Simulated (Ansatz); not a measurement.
The same path of a periodic cell of 15 atoms, Al₆SiN₈ (host AlN, host structure P6_3mc, dopant Si, one Al atom removed), cell charge +2 was run twice with different band settings. Lost on the way: Si2–N3, Si2–N14, N4–N11. Made: Si2–N7, Si2–N11, N6–N14.

Theory: DFT LDA, scalar-relativistic, plane waves, PAW in Ansatz 0.2.0. Settings: PAW set soft_1, cutoff 420 eV, k mesh 2x2x2, gaussian smearing 0.05 eV, no spin polarisation.

Relaxed end points:

```xyz
15
Lattice="-3.1286 -5.4189 0.0000 4.6929 -2.7094 0.0000 0.0000 0.0000 5.0170" Properties=species:S:1:pos:R:3
Al 1.544 -4.537 2.537
Si -0.011 -3.687 4.973
N 1.453 -4.495 4.399
N -0.148 -4.488 1.583
Al 3.092 -3.622 5.037
N 0.000 -1.960 4.937
N 2.605 -3.294 1.774
Al 3.191 -1.759 2.536
Al 1.604 -0.965 4.974
N 3.179 -1.832 4.380
N 2.302 -0.275 1.607
Al -1.693 -4.394 2.656
Al 1.552 -6.317 5.038
N -1.521 -4.461 4.422
N 1.630 -6.314 1.895
```

```xyz
15
Lattice="-3.1286 -5.4189 0.0000 4.6929 -2.7094 0.0000 0.0000 0.0000 5.0170" Properties=species:S:1:pos:R:3
Al 1.600 -4.507 2.538
Si 0.011 -1.732 7.491
N 2.089 -4.835 4.291
N 0.001 -3.459 2.438
Al 3.150 -3.592 5.055
N 0.148 -0.933 4.099
N 3.240 -3.634 1.900
Al 3.141 -1.813 2.538
Al 1.692 -1.028 5.173
N 3.064 -1.815 4.412
N 1.521 -0.960 1.922
Al -1.603 -4.454 2.474
Al 1.503 -6.371 5.054
N -2.301 -5.146 4.124
N 1.514 -6.297 1.881
```

Common settings: climbing image yes; spring 5.0 eV/Å²; optimiser quadratic models (default); end points relaxed.

| run | movable images | start path | force threshold | iteration limit |
| --- | --- | --- | --- | --- |
| 1 | 5 | IDPP | 0.05 eV/Å | 73 |
| 2 | 3 | default | 0.4 eV/Å | 50 |

Problem. What does each run give, and how far can it be trusted?

Solution. Run 1: converged after 39 iterations, highest image 4.521 eV above the first end. The profile has 2 maxima (images 1, 4) with wells between them (image 2): this band takes more than one step, which may be the mechanism or a detour left from its start path. Neighbouring images differ by up to 2.9 eV, so the band resolves the path poorly. By the program's own check the climbing image is a first-order saddle point (lowest curvatures found: -5.19 and 2.16 eV/Å²).
Run 2: converged after 14 iterations, highest image 5.710 eV above the first end. The threshold of 0.4 eV/Å is loose, so the images may lie well off the minimum-energy path. Neighbouring images differ by up to 3.0 eV, so the band resolves the path poorly. The order of the stationary point at the top wasn't checked.
Limits of this set-up: coarse k mesh, PAW files made for another functional, charged cell in a uniform background, uncorrected.
